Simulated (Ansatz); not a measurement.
# Ni (fcc type): the cost of one run

Method: DFT, LDA, all-electron LAPW, scalar-relativistic, in Ansatz 0.2.0.

1 further run of the same task is left out (it didn't finish).

## Step 1: The structure to begin with

Symmetry: Fm-3m, No. 225, cubic system. Conventional cell: a = 3.425 Å, b = 3.425 Å, c = 3.425 Å, α = 90.00°, β = 90.00°, γ = 90.00°. Ni (site symmetry m-3m) is surrounded by 12 Ni at 2.42 Å.

As a file:

```cif
data_structure
_symmetry_space_group_name_H-M 'P 1'
_symmetry_Int_Tables_number 1
_cell_length_a 2.4219
_cell_length_b 2.4219
_cell_length_c 5.9324
_cell_angle_alpha 90.000
_cell_angle_beta 90.000
_cell_angle_gamma 120.000
_cell_volume 30.14
loop_
_atom_site_label
_atom_site_type_symbol
_atom_site_fract_x
_atom_site_fract_y
_atom_site_fract_z
_atom_site_occupancy
Ni1 Ni 0.00000 0.00000 0.00000 1
Ni2 Ni 0.33333 0.66667 0.33333 1
Ni3 Ni 0.66667 0.33333 0.66667 1
```

Atoms are numbered in the order of the input: Ni1, Ni2, Ni3.

## Step 2: Bulk in the slab's orientation, LAPW

The input, input.yaml:

```yaml
crystal:
  lattice:
    - [0.0, 1.7125382447, -1.7125382447]
    - [-1.7125382447, 0.0, 1.7125382447]
    - [3.4250764894, 3.4250764894, 3.4250764894]
  atoms:
    - { symbol: Ni, position: [0.0, 0.0, 0.0], spin: 1.0 }
    - { symbol: Ni, position: [0.333333333, 0.666666667, 0.333333333], spin: 1.0 }
    - { symbol: Ni, position: [0.666666667, 0.333333333, 0.666666667], spin: 1.0 }
magnetization:
  spin_polarized: true
kpoints:
  mp_grid: { grid: [19, 19, 7] }
scf:
  occupations: { method: fermi_dirac, width: 0.1 }
hamiltonian:
  xc: lda
  pseudopotentials: { kind: all_electron, lapw: { basis_error: 0.001 } }
output:
  forces: true
  stress: true
  eigenvalues: true
```

Run with:

```bash
$ ansatz run input.yaml --threads 3 --pin off --max-ram 9216MiB --backend cpu --events-out ev --progress --plain --runs-dir out
```

Q: Estimate wall time and peak memory on 3 threads of Arm Neoverse V1, shared host.

About 1.7 min, with a peak of 1.7 GiB.
